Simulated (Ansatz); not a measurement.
**C₃H₅Cl₂In: a ladder of functionals and wavefunction methods**

The task here is to estimate one member of a computed series from the others.

Method: functionals in def2-TZVPP, the program's frozen cores in correlated methods; program: Ansatz 0.2.0, Gaussian basis.

The runs, in order: LDA (SPW92), PBE-D4, revPBE-D4, BLYP-D4, r2SCAN-D4, B97M-V, PBE0-D4, B3LYP-D4, r2SCANh-D4, r2SCAN0-D4, HSE06-D4, BHLYP-D4, CAM-B3LYP-D4, LC-ωPBE, ωB97X-V, ωB97M-V, B2PLYP, PBE-QIDH; CCSD(T)/def2-SVP; MP2/def2-TZVPP; MP2/def2-QZVPP; RPA on PBE.

## The relaxed structure

The geometry comes from an earlier relaxation with PBE0-D4 in a triple-zeta def2 set; it is a stationary point, not always the lowest conformer. In takes the def2 core potential; no spin-orbit term is included.

SMILES `C=C[CH2][In]([Cl])[Cl]`, 11 atoms, charge 0, spin multiplicity 1.

Atoms are counted from 1 here; the program's logs count them from 0.

Bond lengths: C1–C2 1.325 Å, C1–H7 1.084 Å, C1–H8 1.087 Å, C2–C3 1.490 Å, C2–H9 1.091 Å, C3–In4 2.142 Å, C3–H10 1.095 Å, C3–H11 1.095 Å, In4–Cl5 2.323 Å, In4–Cl6 2.329 Å. Angles: C2–C1–H7 120.9°, C2–C1–H8 122.6°, H7–C1–H8 116.5°, C1–C2–C3 127.6°, C1–C2–H9 118.1°, C3–C2–H9 114.3°, C2–C3–In4 117.5°, C2–C3–H10 111.3°, C2–C3–H11 111.3°, In4–C3–H10 105.2°, In4–C3–H11 105.2°, H10–C3–H11 105.4°, C3–In4–Cl5 130.6°, C3–In4–Cl6 119.2°, Cl5–In4–Cl6 110.2°.

The first run:

File in.yaml:

```yaml
crystal:
  periodic: [false, false, false]
  atoms:
    - {symbol: C, position_ang: [-0.066488, -0.833437, -1.569267]}
    - {symbol: C, position_ang: [-0.368672, -1.221959, -0.339273]}
    - {symbol: C, position_ang: [-0.260669, -0.428930, 0.917785]}
    - {symbol: In, position_ang: [0.450318, 1.585596, 0.759651]}
    - {symbol: Cl, position_ang: [1.142430, 2.803225, -1.093340]}
    - {symbol: Cl, position_ang: [0.608450, 2.887302, 2.684622]}
    - {symbol: H, position_ang: [-0.187606, -1.505843, -2.410257]}
    - {symbol: H, position_ang: [0.311347, 0.160556, -1.792916]}
    - {symbol: H, position_ang: [-0.742413, -2.236758, -0.198678]}
    - {symbol: H, position_ang: [0.407277, -0.914132, 1.637632]}
    - {symbol: H, position_ang: [-1.228674, -0.352718, 1.424443]}
basis:
  gaussian: {orbitals: def2-TZVPP}
hamiltonian: {xc: lda}
output: {orbitals: {seedname: orbitals}}
```

Run with:

```sh
$ ansatz run in.yaml --threads 4 --pin off --events-out ev --progress --plain --max-ram 11315MiB
```

Steps of the session up to this table: LDA; PBE-D4 (GGA); revPBE-D4 (GGA); BLYP-D4 (GGA); r2SCAN-D4 (meta-GGA); B97M-V (meta-GGA); B3LYP-D4 (hybrid); r2SCANh-D4 (hybrid); r2SCAN0-D4 (hybrid); HSE06-D4 (hybrid); BHLYP-D4 (hybrid); CAM-B3LYP-D4 (range-separated); LC-ωPBE (range-separated); ωB97X-V (range-separated); ωB97M-V (range-separated); B2PLYP (double hybrid); PBE-QIDH (double hybrid).

One table of the session follows, with a row left open; its other results are not shown here.

It belongs to the step «Frontier levels by functional». 

| functional | HOMO (eV) | LUMO (eV) | gap (eV) |
| --- | --- | --- | --- |
| LDA (SPW92) | -7.12 | -2.79 | 4.33 |
| PBE-D4 | -6.93 | -2.49 | 4.44 |
| revPBE-D4 | -6.87 | -2.37 | 4.49 |
| BLYP-D4 | -6.77 | -2.44 | 4.33 |
| r2SCAN-D4 | -7.15 | -2.28 | 4.87 |
| B97M-V | -7.13 | -2.35 | 4.78 |
| PBE0-D4 | -8.07 | -1.62 | 6.45 |
| B3LYP-D4 | -7.84 | -1.92 | 5.92 |
| r2SCANh-D4 | -7.58 | -1.96 | 5.61 |
| r2SCAN0-D4 | -8.22 | -1.49 | 6.73 |
| HSE06-D4 | -7.67 | -1.99 | 5.68 |
| BHLYP-D4 | -9.03 | -0.87 | 8.17 |
| CAM-B3LYP-D4 | -9.41 | -0.71 | 8.69 |
| LC-ωPBE | -10.82 | 0.43 | 11.25 |
| ωB97X-V | ? | ? | ? |
| ωB97M-V | -10.32 | 0.01 | 10.33 |

**Question.** Estimate the row for ωB97X-V.

As computed: HOMO (eV): -10.42; LUMO (eV): 0.27; gap (eV): 10.69. In the column «HOMO (eV)» it lies between LC-ωPBE (-10.82) and ωB97M-V (-10.32).
